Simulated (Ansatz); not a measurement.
# Ba3PrBr: the cost of one run

Computed with Ansatz 0.2.0 (DFT PBE, scalar-relativistic, plane waves, PAW; 4f electrons in the core of a trivalent norm-conserving potential, unless a step's input says otherwise).

### 1 Starting point

Symmetry: Pm-3m, No. 221, cubic system. The conventional cell has a = 5.708 Å, b = 5.708 Å, c = 5.708 Å, α = 90.00°, β = 90.00°, γ = 90.00°. Ba (site symmetry 4/mmm) is surrounded by 2 Br at 2.85 Å. Around Pr (site symmetry m-3m) lie 12 Ba at 4.04 Å. Around Br (site symmetry m-3m) lie 6 Ba at 2.85 Å.

As a file:

```
Ba Pr Br
1.0
     5.70776    0.00000    0.00000
     0.00000    5.70776    0.00000
     0.00000    0.00000    5.70776
Ba Pr Br
3 1 1
Direct
  0.50000 0.00000 0.00000
  0.00000 0.50000 0.00000
  0.00000 0.00000 0.50000
  0.50000 0.50000 0.50000
  0.00000 0.00000 0.00000
```

A structure generator made this guess: random cell by space group and Wyckoff sites (Pm-3m, No. 221). Lengths come from tabulated atomic sizes and are only a guess.

### 2 A first look at the guess

Input file input.yaml:

```yaml
crystal:
  lattice:
    - [5.70775967, 0.0, 0.0]
    - [0.0, 5.70775967, 0.0]
    - [0.0, 0.0, 5.70775967]
  atoms:
    - { symbol: Ba, position: [0.5, 0.0, 0.0] }
    - { symbol: Ba, position: [0.0, 0.5, 0.0] }
    - { symbol: Ba, position: [0.0, 0.0, 0.5] }
    - { symbol: Pr, position: [0.5, 0.5, 0.5] }
    - { symbol: Br, position: [0.0, 0.0, 0.0] }
basis:
  ecutwfc: 660
kpoints:
  mp_grid: { grid: [4, 4, 4] }
hamiltonian:
  xc: pbe
  pseudopotentials:
    kind: paw
    azcp: { Pr: "pseudopotentials/pbe/nc/lanthanide_3plus/Pr.nc.azcp" }
scf:
  occupations: { method: gaussian, width: 0.1 }
  lower_state_search: "off"
output:
  forces: true
  stress: true
  eigenvalues: true
```

Started as:

```bash
$ ansatz run input.yaml --threads 1 --pin off --max-ram 2560MiB --backend cpu --events-out ev --progress --plain --runs-dir out
```

**Question.** How long does this run take on 1 thread of Arm Neoverse V2, shared host, and how much memory does it need?

About 6 s, with a peak of 0.47 GiB.
